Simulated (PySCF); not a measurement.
# N···Cu: magnetic exchange

What do calculations give for the magnetic exchange of N···Cu?

Computed with PySCF 2.14.0 and routines of our own; the level stands in each step. Atoms count from 0.

## 1. The system as given

2 atoms, charge 0, high-spin multiplicity 5; geometry from: GFN2-xTB fragments, placed rigidly.

The system (radical pair): N···Cu. The radical centres are 2.74 Å apart; the spin sites are atom 0 (3 unpaired) and atom 1 (1 unpaired).

## 2. Magnetic exchange: CASSCF and SC-NEVPT2/def2-TZVP (4,4)

What the job is given:

```
{"job": {"kind": "cas", "basis": "def2-TZVP", "active": "magnetic", "zfs": false}, "charge": 0, "high_spin_multiplicity": 5, "spin_sites": [[[0], 3], [[1], 1]]}
N      0.000000     0.000000    -1.370300
Cu     0.000000     0.000000     1.370300
```

With the program's defaults for keys left out, this is: CASSCF and SC-NEVPT2/def2-TZVP spin states, gas phase.

Launch:

```
OMP_NUM_THREADS=1 python exch_run.py task.json out
```

The driver reads the jobs from task.json and runs them one after another.

Standard output:

```text
start orbitals: natural orbitals of the high-spin HF determinant (converged)
active space: 4 electrons in 4 orbitals, 16 closed; orbitals optimised for multiplicities 5 3
macro   0  E = -1693.3158328142  dE =  0.000e+00  |g| = 6.735e-02
macro   1  E = -1693.3168845190  dE = -1.052e-03  |g| = 2.312e-02
macro   2  E = -1693.3170925031  dE = -2.080e-04  |g| = 9.527e-03
macro   3  E = -1693.3171304853  dE = -3.798e-05  |g| = 8.295e-03
macro   4  E = -1693.3171517588  dE = -2.127e-05  |g| = 1.397e-02
macro   5  E = -1693.3171564810  dE = -4.722e-06  |g| = 7.518e-03
macro   6  E = -1693.3171580147  dE = -1.534e-06  |g| = 9.455e-04
macro   7  E = -1693.3171581802  dE = -1.656e-07  |g| = 4.015e-04
macro   8  E = -1693.3171582464  dE = -6.618e-08  |g| = 3.373e-04
macro   9  E = -1693.3171582613  dE = -1.490e-08  |g| = 1.293e-04
CASSCF converged, mean energy = -1693.3171582613
2S+1 = 5  root 0  E(CAS) = -1693.31139515  E(NEVPT2) = -1694.07817690  occupations 1.000 1.000 1.000 1.000
2S+1 = 3  root 0  E(CAS) = -1693.32292137  E(NEVPT2) = -1694.09335546  occupations 1.373 1.000 1.000 0.627
```

It took 1 s on 1 thread of Intel Xeon 6975P-C, shared host; peak memory 0.2 GiB.

From this job:

| quantity | value |
| --- | --- |
| J (CASSCF) | -632 cm⁻¹ |
| J (NEVPT2) | -833 cm⁻¹ |
| low less high spin (NEVPT2) | -9.5 kcal/mol |

Mulliken spin populations of the high-spin state:

| atom | value (e) |
| --- | --- |
| N0 | 2.98 |
| Cu1 | 1.02 |

## 3. Magnetic exchange: HF/def2-TZVP

What the job is given:

```
{"job": {"kind": "bs", "xc": "HF", "basis": "def2-TZVP", "rks": false}, "charge": 0, "high_spin_multiplicity": 5, "spin_sites": [[[0], 3], [[1], 1]]}
N      0.000000     0.000000    -1.370300
Cu     0.000000     0.000000     1.370300
```

With the program's defaults for keys left out, this is: HF/def2-TZVP high-spin and broken-symmetry single points, gas phase.

Standard output:

```text
high-spin state, multiplicity 5
final grid: 24032 points
cycle   1  E = -1693.1836800543  dE = -8.750e-01  |g| = 6.855e-01  |ddm| = 1.096e+00
cycle   2  E = -1693.2128007085  dE = -2.912e-02  |g| = 8.486e-01  |ddm| = 5.963e-01
cycle   3  E = -1693.3131202728  dE = -1.003e-01  |g| = 6.035e-02  |ddm| = 2.017e-01
cycle   4  E = -1693.3157360163  dE = -2.616e-03  |g| = 2.340e-02  |ddm| = 7.785e-02
cycle   5  E = -1693.3164508105  dE = -7.148e-04  |g| = 7.596e-03  |ddm| = 5.656e-02
cycle   6  E = -1693.3164980170  dE = -4.721e-05  |g| = 1.807e-03  |ddm| = 1.582e-02
cycle   7  E = -1693.3165022739  dE = -4.257e-06  |g| = 7.530e-04  |ddm| = 3.473e-03
cycle   8  E = -1693.3165034832  dE = -1.209e-06  |g| = 2.610e-04  |ddm| = 2.084e-03
cycle   9  E = -1693.3165036899  dE = -2.067e-07  |g| = 1.284e-04  |ddm| = 8.439e-04
cycle  10  E = -1693.3165037499  dE = -5.998e-08  |g| = 5.766e-05  |ddm| = 5.446e-04
cycle  11  E = -1693.3165037605  dE = -1.056e-08  |g| = 1.379e-05  |ddm| = 2.934e-04
cycle  12  E = -1693.3165037608  dE = -3.613e-10  |g| = 3.990e-06  |ddm| = 4.931e-05
converged SCF energy = -1693.3165037608

broken-symmetry state, M_S = 1, start: spins of the second site flipped
final grid: 24032 points
cycle   1  E = -1693.3209494876  dE = -1.278e-02  |g| = 3.264e-02  |ddm| = 1.427e-01
cycle   2  E = -1693.3231371449  dE = -2.188e-03  |g| = 1.600e-02  |ddm| = 6.149e-02
cycle   3  E = -1693.3239348829  dE = -7.977e-04  |g| = 7.061e-03  |ddm| = 5.274e-02
cycle   4  E = -1693.3240708342  dE = -1.360e-04  |g| = 5.832e-03  |ddm| = 2.286e-02
cycle   5  E = -1693.3241124631  dE = -4.163e-05  |g| = 2.619e-03  |ddm| = 1.157e-02
cycle   6  E = -1693.3241319898  dE = -1.953e-05  |g| = 9.239e-04  |ddm| = 1.145e-02
cycle   7  E = -1693.3241344350  dE = -2.445e-06  |g| = 2.936e-04  |ddm| = 4.249e-03
cycle   8  E = -1693.3241345904  dE = -1.554e-07  |g| = 8.223e-05  |ddm| = 6.321e-04
cycle   9  E = -1693.3241346036  dE = -1.319e-08  |g| = 2.322e-05  |ddm| = 2.105e-04
cycle  10  E = -1693.3241346044  dE = -7.728e-10  |g| = 8.095e-06  |ddm| = 4.951e-05
converged SCF energy = -1693.3241346044

<S^2> high spin = 6.0099, broken symmetry = 2.9266
E(HS) - E(BS) = 1674.78 cm-1
J_noodleman = -558.26 cm-1
J_unprojected = -418.69 cm-1
J_yamaguchi = -543.18 cm-1
```

It took 0.3 s on 1 thread of Intel Xeon 6975P-C, shared host; peak memory 0.21 GiB.

In short:

| quantity | value |
| --- | --- |
| J (Yamaguchi) | -543 cm⁻¹ |
| low less high spin, projected | -6.2 kcal/mol |

## 4. Magnetic exchange: TPSSh/def2-TZVP

What the job is given:

```
{"job": {"kind": "bs", "xc": "TPSSh", "grid": 2, "basis": "def2-TZVP", "rks": false}, "charge": 0, "high_spin_multiplicity": 5, "spin_sites": [[[0], 3], [[1], 1]]}
N      0.000000     0.000000    -1.370300
Cu     0.000000     0.000000     1.370300
```

With the program's defaults for keys left out, this is: TPSSh/def2-TZVP high-spin and broken-symmetry single points, gas phase.

Standard output:

```text
high-spin state, multiplicity 5
final grid: 24032 points
cycle   1  E = -1694.6555286028  dE =  4.138e-01  |g| = 1.405e+00  |ddm| = 7.599e-01
cycle   2  E = -1691.1840053788  dE =  3.472e+00  |g| = 3.687e+00  |ddm| = 2.210e+00
cycle   3  E = -1694.9912134069  dE = -3.807e+00  |g| = 7.689e-01  |ddm| = 1.790e+00
cycle   4  E = -1695.0421945178  dE = -5.098e-02  |g| = 3.294e-01  |ddm| = 4.201e-01
cycle   5  E = -1695.0950817756  dE = -5.289e-02  |g| = 8.812e-02  |ddm| = 2.326e-01
cycle   6  E = -1695.0980354973  dE = -2.954e-03  |g| = 5.250e-02  |ddm| = 1.287e-01
cycle   7  E = -1695.0988175953  dE = -7.821e-04  |g| = 2.527e-03  |ddm| = 3.471e-02
cycle   8  E = -1695.0988200546  dE = -2.459e-06  |g| = 2.405e-03  |ddm| = 3.499e-03
cycle   9  E = -1695.0988215085  dE = -1.454e-06  |g| = 8.150e-04  |ddm| = 1.482e-03
cycle  10  E = -1695.0988216965  dE = -1.881e-07  |g| = 9.853e-05  |ddm| = 6.674e-04
cycle  11  E = -1695.0988217025  dE = -5.945e-09  |g| = 5.455e-05  |ddm| = 1.783e-04
converged SCF energy = -1695.0988217025

broken-symmetry state, M_S = 1, start: spins of the second site flipped
final grid: 24032 points
cycle   1  E = -1695.1166082586  dE = -2.396e-02  |g| = 5.745e-02  |ddm| = 4.554e-01
cycle   2  E = -1695.1156684361  dE =  9.398e-04  |g| = 6.593e-02  |ddm| = 1.407e-01
cycle   3  E = -1695.1185569698  dE = -2.889e-03  |g| = 3.416e-02  |ddm| = 1.225e-01
cycle   4  E = -1695.1189661268  dE = -4.092e-04  |g| = 1.941e-02  |ddm| = 2.106e-02
cycle   5  E = -1695.1190827739  dE = -1.166e-04  |g| = 4.181e-03  |ddm| = 1.422e-02
cycle   6  E = -1695.1191053613  dE = -2.259e-05  |g| = 9.066e-04  |ddm| = 1.325e-02
cycle   7  E = -1695.1191067962  dE = -1.435e-06  |g| = 2.322e-04  |ddm| = 3.681e-03
cycle   8  E = -1695.1191068514  dE = -5.520e-08  |g| = 4.797e-05  |ddm| = 5.989e-04
cycle   9  E = -1695.1191068586  dE = -7.187e-09  |g| = 2.353e-05  |ddm| = 3.028e-04
converged SCF energy = -1695.1191068586

<S^2> high spin = 6.0086, broken symmetry = 2.6136
E(HS) - E(BS) = 4452.08 cm-1
J_noodleman = -1484.03 cm-1
J_unprojected = -1113.02 cm-1
J_yamaguchi = -1311.37 cm-1
```

Wall time 4.5 s (1 thread of Intel Xeon 6975P-C, shared host); peak memory 0.25 GiB.

In short:

| quantity | value |
| --- | --- |
| J (Yamaguchi) | -1311 cm⁻¹ |
| low less high spin, projected | -15.0 kcal/mol |

## 5. Magnetic exchange: TPSS/def2-TZVP, grid 4

What the job is given:

```
{"job": {"kind": "bs", "xc": "TPSS", "basis": "def2-TZVP", "rks": false, "grid": 4}, "charge": 0, "high_spin_multiplicity": 5, "spin_sites": [[[0], 3], [[1], 1]]}
N      0.000000     0.000000    -1.370300
Cu     0.000000     0.000000     1.370300
```

With the program's defaults for keys left out, this is: TPSS/def2-TZVP high-spin and broken-symmetry single points, gas phase.

Standard output:

```text
high-spin state, multiplicity 5
coarse grid: 12560 points
cycle   1  E = -1685.5344964770  dE =  9.061e+00  |g| = 5.494e+00  |ddm| = 1.774e+00
cycle   2  E = -1666.4005205466  dE =  1.913e+01  |g| = 9.199e+00  |ddm| = 6.332e+00
cycle   3  E = -1691.2431994374  dE = -2.484e+01  |g| = 3.533e+00  |ddm| = 5.267e+00
cycle   4  E = -1694.4883824942  dE = -3.245e+00  |g| = 1.908e+00  |ddm| = 1.710e+00
cycle   5  E = -1688.9390315083  dE =  5.549e+00  |g| = 2.009e+00  |ddm| = 2.530e+00
cycle   6  E = -1695.0460055643  dE = -6.107e+00  |g| = 4.439e-01  |ddm| = 2.641e+00
cycle   7  E = -1695.0666996687  dE = -2.069e-02  |g| = 5.029e-01  |ddm| = 6.475e-01
cycle   8  E = -1695.1087452844  dE = -4.205e-02  |g| = 2.661e-01  |ddm| = 1.117e-01
cycle   9  E = -1695.1290208415  dE = -2.028e-02  |g| = 9.165e-02  |ddm| = 1.322e-01
cycle  10  E = -1695.1309009936  dE = -1.880e-03  |g| = 7.556e-02  |ddm| = 1.352e-01
cycle  11  E = -1695.1323260785  dE = -1.425e-03  |g| = 1.451e-02  |ddm| = 3.505e-02
cycle  12  E = -1695.1323819085  dE = -5.583e-05  |g| = 3.646e-03  |ddm| = 7.599e-03
cycle  13  E = -1695.1323851634  dE = -3.255e-06  |g| = 8.274e-04  |ddm| = 1.528e-03
final grid: 58256 points
cycle  14  E = -1695.1323183142  dE =  8.388e-06  |g| = 6.130e-03  |ddm| = 3.863e-03
cycle  15  E = -1695.1318871564  dE =  4.312e-04  |g| = 4.373e-02  |ddm| = 2.698e-02
cycle  16  E = -1695.1323269481  dE = -4.398e-04  |g| = 8.710e-05  |ddm| = 2.371e-02
cycle  17  E = -1695.1323269464  dE =  1.738e-09  |g| = 1.214e-04  |ddm| = 1.826e-04
cycle  18  E = -1695.1323269517  dE = -5.396e-09  |g| = 1.004e-05  |ddm| = 1.062e-04
converged SCF energy = -1695.1323269517

broken-symmetry state, M_S = 1, start: spins of the second site flipped
final grid: 58256 points
cycle   1  E = -1695.1484069632  dE = -2.253e-02  |g| = 9.104e-02  |ddm| = 5.921e-01
cycle   2  E = -1695.1229258425  dE =  2.548e-02  |g| = 2.000e-01  |ddm| = 3.737e-01
cycle   3  E = -1695.1517453437  dE = -2.882e-02  |g| = 6.127e-02  |ddm| = 3.210e-01
cycle   4  E = -1695.1531334110  dE = -1.388e-03  |g| = 3.385e-02  |ddm| = 6.209e-02
cycle   5  E = -1695.1533370133  dE = -2.036e-04  |g| = 3.979e-03  |ddm| = 1.684e-02
cycle   6  E = -1695.1533431061  dE = -6.093e-06  |g| = 5.381e-04  |ddm| = 4.415e-03
cycle   7  E = -1695.1533432679  dE = -1.618e-07  |g| = 1.963e-04  |ddm| = 1.025e-03
cycle   8  E = -1695.1533432953  dE = -2.744e-08  |g| = 7.358e-05  |ddm| = 3.527e-04
cycle   9  E = -1695.1533433000  dE = -4.697e-09  |g| = 2.955e-05  |ddm| = 1.426e-04
converged SCF energy = -1695.1533433000

<S^2> high spin = 6.0089, broken symmetry = 2.5392
E(HS) - E(BS) = 4612.56 cm-1
J_noodleman = -1537.52 cm-1
J_unprojected = -1153.14 cm-1
J_yamaguchi = -1329.41 cm-1
```

Run time: 9.5 s. Hardware: 1 thread of Intel Xeon 6975P-C, shared host; peak memory 0.3 GiB.

In short:

| quantity | value |
| --- | --- |
| J (Yamaguchi) | -1329 cm⁻¹ |
| low less high spin, projected | -15.2 kcal/mol |

## 6. Magnetic exchange: CASSCF and SC-NEVPT2/def2-TZVP (4,4)

What the job is given:

```
{"job": {"kind": "cas", "basis": "def2-TZVP", "active": "natural", "zfs": false, "max": 8, "thr": 0.05, "conv": 0.001}, "charge": 0, "high_spin_multiplicity": 5, "spin_sites": [[[0], 3], [[1], 1]]}
N      0.000000     0.000000    -1.370300
Cu     0.000000     0.000000     1.370300
```

Level: CASSCF and SC-NEVPT2/def2-TZVP spin states, gas phase.

Standard output:

```text
start orbitals: natural orbitals of the high-spin HF determinant (converged)
active space: 4 electrons in 4 orbitals, 16 closed; orbitals optimised for multiplicities 5 3
macro   0  E = -1693.3158328142  dE =  0.000e+00  |g| = 6.735e-02
macro   1  E = -1693.3168845190  dE = -1.052e-03  |g| = 2.312e-02
macro   2  E = -1693.3170925031  dE = -2.080e-04  |g| = 9.527e-03
macro   3  E = -1693.3171304853  dE = -3.798e-05  |g| = 8.295e-03
macro   4  E = -1693.3171517588  dE = -2.127e-05  |g| = 1.397e-02
macro   5  E = -1693.3171564810  dE = -4.722e-06  |g| = 7.518e-03
macro   6  E = -1693.3171580147  dE = -1.534e-06  |g| = 9.455e-04
macro   7  E = -1693.3171581802  dE = -1.656e-07  |g| = 4.015e-04
CASSCF converged, mean energy = -1693.3171581802
2S+1 = 5  root 0  E(CAS) = -1693.31139595  E(NEVPT2) = -1694.07818151  occupations 1.000 1.000 1.000 1.000
2S+1 = 3  root 0  E(CAS) = -1693.32292041  E(NEVPT2) = -1694.09335957  occupations 1.373 1.000 1.000 0.627
```

Wall time 1.1 s (1 thread of Intel Xeon 6975P-C, shared host); peak memory 0.3 GiB.

From this job:

| quantity | value |
| --- | --- |
| J (CASSCF) | -632 cm⁻¹ |
| J (NEVPT2) | -833 cm⁻¹ |
| low less high spin (NEVPT2) | -9.5 kcal/mol |

## 7. The levels compared

J for H = −2J S1·S2; the gap is low spin less high spin (projected; unprojected where the broken-symmetry state collapsed; or NEVPT2):

| step | level | geometry | J (cm⁻¹) | gap (kcal/mol) | time |
| --- | --- | --- | --- | --- | --- |
| 2 | CASSCF and SC-NEVPT2/def2-TZVP (4,4) | one | -833 | -9.5 | 1 s |
| 3 | HF/def2-TZVP | one | -543 | -6.2 | 0.3 s |
| 4 | TPSSh/def2-TZVP | one | -1311 | -15.0 | 4.5 s |
| 5 | TPSS/def2-TZVP, grid 4 | one | -1329 | -15.2 | 9.5 s |
| 6 | CASSCF and SC-NEVPT2/def2-TZVP (4,4) | one | -833 | -9.5 | 1.1 s |

CASSCF times leave out a start SCF that an earlier step had already made.

## 8. What came out

| quantity | value |
| --- | --- |
| J (CASSCF) (step 2, CASSCF and SC-NEVPT2/def2-TZVP (4,4)) | -632 cm⁻¹ |
| J (NEVPT2) (step 2, CASSCF and SC-NEVPT2/def2-TZVP (4,4)) | -833 cm⁻¹ |
| low less high spin (NEVPT2) (step 2, CASSCF and SC-NEVPT2/def2-TZVP (4,4)) | -9.5 kcal/mol |
| J | -1329 (TPSS/def2-TZVP, grid 4) to -543 cm⁻¹ (HF/def2-TZVP) |

In words: The levels with a meaningful J put the low-spin state lower (antiferromagnetic coupling), from -1329 to -543 cm⁻¹.
